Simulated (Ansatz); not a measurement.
**CH4AlFOS (SMILES C[O][Al]([F])[SH]): levels of theory compared**

Aim: a comparison of 6 runs (HF/STO-3G, HF/def2-SVP, PBE0/6-31G, PBE0/def2-SVP, MRCISD+Q(relaxed)(2,2)/MINI, CCSD(T)/6-31G**) of CH4AlFOS. 

The results are computed with Ansatz 0.2.0.

3 further runs of the same task are left out: 1 for a known fault of the program, 1 that didn't finish, 1 set aside as unsound or not needed.

## (1) Starting point

The species is CH4AlFOS (9 atoms), meant as a singlet with charge 0. SMILES: `C[O][Al]([F])[SH]`. The shape is that of a PBE0-D4/def2-TZVP optimisation. This is one conformer, not always the lowest.

Bond lengths: C1–O2 1.396 Å, O2–Al3 1.667 Å, Al3–F4 1.639 Å, Al3–S5 2.167 Å, C1–H6 1.097 Å, C1–H7 1.094 Å, C1–H8 1.094 Å, S5–H9 1.345 Å. Some angles: C1–O2–Al3 139.1°, O2–Al3–F4 118.6°, O2–Al3–S5 124.1°, F4–Al3–S5 117.3°, O2–C1–H6 112.6°, O2–C1–H7 110.0°, O2–C1–H8 110.0°, Al3–S5–H9 92.3°, H6–C1–H7 108.0°, H6–C1–H8 108.0°.

## (2) Energy and gradient at HF/STO-3G (run 1)

Input file run.yaml:

```yaml
basis:
  gaussian: {orbitals: STO-3G}
crystal:
  periodic: [false, false, false]
  atoms:
    - {symbol: C, position_ang: [-0.379900, -1.413600, 0.124000]}
    - {symbol: O, position_ang: [0.379800, -0.533400, -0.648200]}
    - {symbol: Al, position_ang: [0.762100, 1.088800, -0.700300]}
    - {symbol: F, position_ang: [1.761600, 1.622100, -1.885300]}
    - {symbol: S, position_ang: [0.019800, 2.558600, 0.708100]}
    - {symbol: H, position_ang: [-0.867800, -0.917900, 0.972900]}
    - {symbol: H, position_ang: [0.258100, -2.209500, 0.519500]}
    - {symbol: H, position_ang: [-1.158700, -1.875100, -0.490600]}
    - {symbol: H, position_ang: [-0.686500, 1.633800, 1.382900]}
hamiltonian: {xc: hf}
accuracy: high
output: {forces: true, orbitals: {seedname: orbitals}}
```

Run with:

```bash
$ ansatz run run.yaml --threads 1 --pin off --max-ram 2610MiB --events-out events.jsonl --progress --plain --runs-dir runs
```

Log:

```text
Warning: RAYON_NUM_THREADS=1 ignored (pool sized by the plan → 1); use --threads N
Functional definition: HF
  name "HF"
  exchange = exact_x
  correlation = 0
734 factors; integrals over basis functions are off by at most 2.7e-8 eV
mean field evaluation 1: about -22960.5064 eV, gradient 3.0e1 eV
mean field evaluation 2: about -22960.6350 eV, gradient 3.0e1 eV
mean field evaluation 4: about -22964.2427 eV, gradient 1.5e0 eV
mean field evaluation 8: about -22964.2520 eV, gradient 3.8e-2 eV
mean field -22964.25197300 eV, -843.9206942786 hartree, gradient 2.6e-8 eV, S^2 0.000000; 0 other end points of the search recorded, 0 dependent functions left out
the calculation of the forces begins
reference -22964.25197300 eV, -843.9206942786 hartree; 28, 28 occupied and 9, 9 virtual orbitals, 734 factors
Total energy: -22964.25197300 eV, -843.9206942786 hartree
Atom 0 at    -0.379900    -1.413600     0.124000 Å, force     0.032191     0.867168     0.202236 eV/Å
Atom 1 at     0.379800    -0.533400    -0.648200 Å, force     1.069171     1.063109    -1.127135 eV/Å
Atom 2 at     0.762100     1.088800    -0.700300 Å, force    -0.330017     0.667943     0.632363 eV/Å
Atom 3 at     1.761600     1.622100    -1.885300 Å, force    -0.810182    -0.719205     0.878587 eV/Å
Atom 4 at     0.019800     2.558600     0.708100 Å, force     0.195715    -1.853337    -0.790923 eV/Å
Atom 5 at    -0.867800    -0.917900     0.972900 Å, force    -0.161454    -0.232861     0.146350 eV/Å
Atom 6 at     0.258100    -2.209500     0.519500 Å, force    -0.068455    -0.194590     0.143089 eV/Å
Atom 7 at    -1.158700    -1.875100    -0.490600 Å, force    -0.172966    -0.172311     0.077422 eV/Å
Atom 8 at    -0.686500     1.633800     1.382900 Å, force     0.245997     0.574083    -0.161991 eV/Å
Dipole moment:    -0.149163    -0.259473     0.126110 e Å
```

It took 1.1 s on 1 thread of Arm Neoverse V1, shared host; peak memory 0.092 GiB.

## (3) Energy and forces at HF/def2-SVP (run 2)

Input file input.yaml:

```yaml
crystal:
  periodic: [false, false, false]
  atoms:
    - {symbol: C, position_ang: [-0.379900, -1.413600, 0.124000]}
    - {symbol: O, position_ang: [0.379800, -0.533400, -0.648200]}
    - {symbol: Al, position_ang: [0.762100, 1.088800, -0.700300]}
    - {symbol: F, position_ang: [1.761600, 1.622100, -1.885300]}
    - {symbol: S, position_ang: [0.019800, 2.558600, 0.708100]}
    - {symbol: H, position_ang: [-0.867800, -0.917900, 0.972900]}
    - {symbol: H, position_ang: [0.258100, -2.209500, 0.519500]}
    - {symbol: H, position_ang: [-1.158700, -1.875100, -0.490600]}
    - {symbol: H, position_ang: [-0.686500, 1.633800, 1.382900]}
basis:
  gaussian: {orbitals: def2-SVP}
hamiltonian: {xc: hf}
accuracy: high
output: {forces: true, orbitals: {seedname: orbitals}}
```

Run with:

```bash
$ ansatz run input.yaml --threads 1 --pin off --max-ram 2610MiB --events-out events.jsonl --progress --plain --runs-dir runs
```

Log (excerpt; [...] marks lines left out):

```text
Warning: RAYON_NUM_THREADS=1 ignored (pool sized by the plan → 1); use --threads N
Functional definition: HF
  name "HF"
[...]
2138 factors; integrals over basis functions are off by at most 1.8e-8 eV
[...]
mean field -23231.64100650 eV, -853.7470600171 hartree, gradient 1.6e-8 eV, S^2 0.000000; 0 other end points of the search recorded, 0 dependent functions left out
[...]
reference -23231.64100650 eV, -853.7470600171 hartree; 28, 28 occupied and 70, 70 virtual orbitals, 2138 factors
Total energy: -23231.64100650 eV, -853.7470600171 hartree
Atom 0 at    -0.379900    -1.413600     0.124000 Å, force     0.201074    -0.012467    -0.276225 eV/Å
Atom 1 at     0.379800    -0.533400    -0.648200 Å, force    -0.365370    -0.132036     0.454781 eV/Å
Atom 2 at     0.762100     1.088800    -0.700300 Å, force     0.136684     0.006129    -0.181543 eV/Å
Atom 3 at     1.761600     1.622100    -1.885300 Å, force     0.075389     0.033197    -0.091268 eV/Å
Atom 4 at     0.019800     2.558600     0.708100 Å, force    -0.161772    -0.229088     0.149533 eV/Å
Atom 5 at    -0.867800    -0.917900     0.972900 Å, force     0.062079    -0.030564    -0.096830 eV/Å
Atom 6 at     0.258100    -2.209500     0.519500 Å, force    -0.082099     0.074928    -0.033088 eV/Å
Atom 7 at    -1.158700    -1.875100    -0.490600 Å, force     0.076814     0.038888     0.078808 eV/Å
Atom 8 at    -0.686500     1.633800     1.382900 Å, force     0.057201     0.251014    -0.004168 eV/Å
Dipole moment:    -0.383334    -0.418459     0.393809 e Å
```

Run time: 6 s. Hardware: 1 thread of Arm Neoverse V1, shared host; peak memory 0.3 GiB.

Runs 3 to 5 aren't shown in full; the table further down has their settings and results.

## (4) Energy and gradient at CCSD(T)/6-31G(d,p) (spherical functions) (run 6)

Input file input.yaml:

```yaml
crystal:
  periodic: [false, false, false]
  atoms:
    - symbol: C
      position_ang: [-0.379900, -1.413600, 0.124000]
    - symbol: O
      position_ang: [0.379800, -0.533400, -0.648200]
    - symbol: Al
      position_ang: [0.762100, 1.088800, -0.700300]
    - symbol: F
      position_ang: [1.761600, 1.622100, -1.885300]
    - symbol: S
      position_ang: [0.019800, 2.558600, 0.708100]
    - symbol: H
      position_ang: [-0.867800, -0.917900, 0.972900]
    - symbol: H
      position_ang: [0.258100, -2.209500, 0.519500]
    - symbol: H
      position_ang: [-1.158700, -1.875100, -0.490600]
    - symbol: H
      position_ang: [-0.686500, 1.633800, 1.382900]
basis:
  gaussian:
    orbitals: 6-31G_st__st_-spherical.json
correlation:
  method: ccsd_t
  frozen_orbitals: {Al: 5, C: 1, F: 1, H: 0, O: 1, S: 5}
accuracy: high
scf:
  omitted_lower_state_checks: [cluster_reference, increment]
output: {forces: true, orbitals: {seedname: orbitals}}
```

The basis set 6-31G** is read from a file made from the Basis Set Exchange's data (not shown).

Run with:

```bash
$ ansatz run input.yaml --threads 1 --pin off --max-ram 2610MiB --events-out events.jsonl --progress --plain --runs-dir runs
```

Log:

```text
Warning: RAYON_NUM_THREADS=1 ignored (pool sized by the plan → 1); use --threads N
[... 12 lines left out ...]
13 core orbitals not correlated: weight in the atoms' cores, before any rotation towards them, 1.000 or more for the frozen orbitals, at most 0.000 for the correlated occupied ones
[... 24 lines left out ...]
Total energy: -23260.55731473 eV, -854.8097147442 hartree
[... 9 lines left out ...]
Dipole moment:    -0.332954    -0.409144     0.329217 e Å
Checks for a lower state left out: cluster_reference, increment
```

Run time: 2.5 min. Hardware: 1 thread of Arm Neoverse V1, shared host; peak memory 1 GiB.

## (5) Overview of the runs

| run | level | task | accuracy | energy (Eh) | dipole moment (D) | HOMO energy (eV) | LUMO energy (eV) | wall time |
| --- | --- | --- | --- | --- | --- | --- | --- | --- |
| 1 | HF/STO-3G | gradient | high | -843.920694 | 1.56 | -6.95 | 9.70 | 1.1 s |
| 2 | HF/def2-SVP | gradient | high | -853.747060 | 3.32 | -10.71 | 2.45 | 6 s |
| 3 | PBE0/6-31G | gradient | high | -855.724721 | 3.97 | -8.08 | -0.99 | 10 s |
| 4 | PBE0/def2-SVP | gradient | high | -855.514690 | 3.09 | -7.81 | -0.47 | 12 s |
| 5 | MRCISD+Q(relaxed)(2,2)/MINI (density fitting with def2-universal-jkfit) | energy | medium | -849.384324 | – | – | – | 1.5 s |
| 6 | CCSD(T)/6-31G** (spherical functions) | gradient | high | -854.809715 | 2.99 | -10.74 | 2.44 | 2.5 min |

## (6) What came out

| quantity | value |
| --- | --- |
| run 6: total energy | -854.80971 Eh |
| run 6: dipole moment (correlated density) | 2.99 D |
| run 6: HOMO energy (Hartree–Fock orbitals) | -10.74 eV |
| run 6: LUMO energy (Hartree–Fock orbitals) | 2.44 eV |
| run 6: HOMO–LUMO gap (Hartree–Fock orbitals) | 13.18 eV |
| run 6: correlation energy (13 core orbitals frozen) | -725.0 mEh |
| run 6: (T) correction | -15.93 mEh |
| run 6: T1 diagnostic | 0.013 |
| run 6: largest force on an atom | 0.662 eV/Å |

Over runs 1, 2, 3, 4, 6 the dipole moment (its size) runs from 1.56 D (HF/STO-3G) to 3.97 D (PBE0/6-31G). The two ends differ in method and basis. Over runs 1, 2, 3, 4 the HOMO–LUMO gap runs from 7.09 eV (PBE0/6-31G) to 16.65 eV (HF/STO-3G). In runs 1, 5 the basis is minimal, so the values are rough. All runs together took 3 min, the longest 2.5 min.
